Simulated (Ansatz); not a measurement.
A nudged elastic band was laid between two geometries of a periodic cell of 17 atoms, TiSi₁₆ (host Si, host structure diamond, interstitial Ti).

Computed with Ansatz 0.2.0, DFT PBE-D3(BJ), scalar-relativistic, plane waves, PAW. Settings: PAW set soft_1, cutoff 420 eV, k mesh 2x2x2, gaussian smearing 0.05 eV, no spin polarisation.

```yaml
movable_images: 3
climbing_image: yes
spring: 5.0 eV/Å²
optimiser: quadratic models (default)
start_path: default
force_threshold: 0.05 eV/Å
iteration_limit: 8
end_points: relaxed
```

Image 0:

```xyz
17
Lattice="0.0000 5.4300 5.4300 5.4300 0.0000 5.4300 5.4300 5.4300 0.0000" Properties=species:S:1:pos:R:3
Si -0.042 -0.040 0.039
Si 1.360 1.362 1.389
Si 2.763 2.764 0.042
Si 4.078 4.077 1.353
Si 2.732 -0.013 2.695
Si 4.038 1.361 4.067
Si 5.387 2.762 2.667
Si 6.790 4.111 4.069
Si -0.014 2.734 2.695
Si 1.360 4.040 4.067
Si 2.762 5.388 2.666
Si 4.110 6.791 4.069
Si 2.732 2.733 5.441
Si 4.073 4.075 6.783
Si 5.415 5.417 5.442
Si 6.789 6.790 6.748
Ti 6.791 6.791 9.498
```

Image 4:

```xyz
17
Lattice="0.0000 5.4300 5.4300 5.4300 0.0000 5.4300 5.4300 5.4300 0.0000" Properties=species:S:1:pos:R:3
Si 0.003 -0.001 0.004
Si 1.344 1.341 1.345
Si 2.716 2.716 0.039
Si 4.090 4.088 1.345
Si 2.718 0.036 2.719
Si 4.092 1.340 4.093
Si 5.396 2.714 2.719
Si 6.744 4.117 4.120
Si 0.038 2.716 2.717
Si 1.344 4.088 4.092
Si 2.716 5.393 2.717
Si 4.118 6.744 4.118
Si 2.718 2.714 5.397
Si 4.120 4.118 6.745
Si 5.431 5.432 5.431
Si 6.745 6.742 6.746
Ti 8.147 8.146 8.147
```

(1) What changes between the two ends?

(2) What energy profile does the band end with?

(3) What is the geometry of the highest image?

The band took 7 iterations and roughly 3 core-minutes.

Answers

(1) Contacts lost: Si1–Ti17, Si2–Ti17, Si6–Ti17, Si10–Ti17. Contacts made: Si5–Ti17, Si9–Ti17, Si13–Ti17, Si14–Ti17. The atom that moves furthest is Ti17, by 2.34 Å.

(2) It converged. The highest image is number 2 of 0 to 4, 1.71 eV above the ends, which have the same energy within 2 meV. Neighbouring images differ by up to 1.2 eV, so the band resolves the path poorly. The order of the stationary point at the top wasn't checked. Limits of this set-up: coarse k mesh.

```
image  path coordinate (Å)  energy (eV)  Si1–Ti17 (Å)  Si2–Ti17 (Å)  Si6–Ti17 (Å)
    0                 0.00         0.00          2.43          2.75          2.75
    1                 0.79         0.47          2.50          2.96          2.96
    2                 1.59         1.71          3.19          3.51          3.51
    3                 2.39         0.47          4.03          4.15          4.15
    4                 3.19         0.00          4.70          4.50          4.50
```

(3) 
```xyz
17
Lattice="0.0000 5.4300 5.4300 5.4300 0.0000 5.4300 5.4300 5.4300 0.0000" Properties=species:S:1:pos:R:3
Si 0.196 0.196 -0.195
Si 1.431 1.431 1.366
Si 2.828 2.828 0.129
Si 4.265 4.264 1.167
Si 2.646 0.010 2.786
Si 4.066 1.431 4.000
Si 5.303 2.827 2.604
Si 6.679 4.201 4.183
Si 0.010 2.645 2.786
Si 1.431 4.065 4.000
Si 2.828 5.302 2.604
Si 4.202 6.678 4.183
Si 2.645 2.645 5.421
Si 3.882 3.882 6.979
Si 5.243 5.243 5.618
Si 6.678 6.678 6.660
Ti 7.468 7.468 8.823
```

Run time: 3.5 min on 1 thread of Arm Neoverse V1 (shared host), peak memory 0.75 GiB.
